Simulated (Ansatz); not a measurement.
Write the native input for Ansatz 0.2.0 that does the following.

| Item | Value |
| --- | --- |
| Task | single point |
| Functional | PBE |
| Potentials or basis | JTH PAW |
| Cutoff | 2400 eV (not typed: the program's choice for these potentials) |
| k mesh | 7 × 7 × 7 |
| Occupations | fermi-dirac, width 0.05 eV |
| Spin | collinear spin, ferromagnetic start |
| Starting moments | [0.0, 0.0, 0.0, 0.0, 1.0, 0.0, 0.0, 0.0, 0.0, 0.0, 0.0, 0.0, 0.0, 0.0, 0.0, 0.0] μB |

Crystal: Ta4NiO11.

```xyz
16
Lattice="1.9549 -14.8297 0.0000 1.9549 14.8297 0.0000 0.0000 0.0000 3.8859" Properties=species:S:1:pos:R:3 pbc="T T T"
Ta    1.9549    8.7682    0.0000
Ta    1.9549  -12.5907    0.0000
Ta    1.9549   12.5907    0.0000
Ta    1.9549   -8.7682    0.0000
Ni    1.9549    0.0000    0.0000
O     1.9549   10.6813    0.0000
O     1.9549   -6.5568    0.0000
O     1.9549    1.8849    0.0000
O     1.9549   -1.8849    0.0000
O     0.0000    0.0000    0.0000
O     1.9549  -10.6813    0.0000
O     1.9549    6.5568    0.0000
O     1.9549  -12.6913    1.9429
O     1.9549   12.6913    1.9429
O     1.9549   -8.7306    1.9429
O     1.9549    8.7306    1.9429
```

The cell was built by a generator and needn't be a form met in nature.

These files were run (other wordings do the same):

input.yaml

```yaml
crystal:
  lattice:
    - [1.95495, -14.82973, 0.0]
    - [1.95495, 14.82973, 0.0]
    - [0.0, 0.0, 3.8859]
  atoms:
    - { symbol: Ta, position: [0.20437, 0.79563, 0.0] }
    - { symbol: Ta, position: [0.92451, 0.07549, 0.0] }
    - { symbol: Ta, position: [0.07549, 0.92451, 0.0] }
    - { symbol: Ta, position: [0.79563, 0.20437, 0.0] }
    - { symbol: Ni, position: [0.5, 0.5, 0.0], spin: 1.0 }
    - { symbol: O, position: [0.13987, 0.86013, 0.0] }
    - { symbol: O, position: [0.72107, 0.27893, 0.0] }
    - { symbol: O, position: [0.43645, 0.56355, 0.0] }
    - { symbol: O, position: [0.56355, 0.43645, 0.0] }
    - { symbol: O, position: [0.0, 0.0, 0.0] }
    - { symbol: O, position: [0.86013, 0.13987, 0.0] }
    - { symbol: O, position: [0.27893, 0.72107, 0.0] }
    - { symbol: O, position: [0.9279, 0.0721, 0.5] }
    - { symbol: O, position: [0.0721, 0.9279, 0.5] }
    - { symbol: O, position: [0.79436, 0.20564, 0.5] }
    - { symbol: O, position: [0.20564, 0.79436, 0.5] }
hamiltonian:
  xc: pbe
  pseudopotentials: { kind: paw, source: jth }
magnetization:
  spin_polarized: true
kpoints:
  mp_grid: { grid: [7, 7, 7] }
scf:
  occupations: { method: fermi_dirac, width: 0.05 }
output:
  forces: true
  stress: true
  eigenvalues: true
```

Potentials or basis: JTH PAW.

Command:

```console
$ ansatz run input.yaml --threads 8 --pin off --max-ram 20480MiB --backend cpu --events-out ev --progress --plain --runs-dir out
```

Results of the run:

| Quantity | Value |
| --- | --- |
| Pressure | 0.6 GPa |
| Largest force | 0.078 eV/Å |
| Band gap on the k mesh | none (metal or under the smearing width) |
| Net moment | 0.85 μB per cell |
| Absolute moment | 0.89 μB per cell |
| Site moments | Ta -0.00; Ni +0.68; O -0.00, +0.01, +0.09, +0.00 μB |

Caveat: a cell with one magnetic atom can't hold antiferromagnetic order, which such compounds often take; semilocal functionals often make such compounds metallic where correlation or magnetic order opens a gap, which also shifts bond lengths.

Wall time 7.8 min on 8 threads of Arm Neoverse V2 (shared host), peak memory 16 GiB.
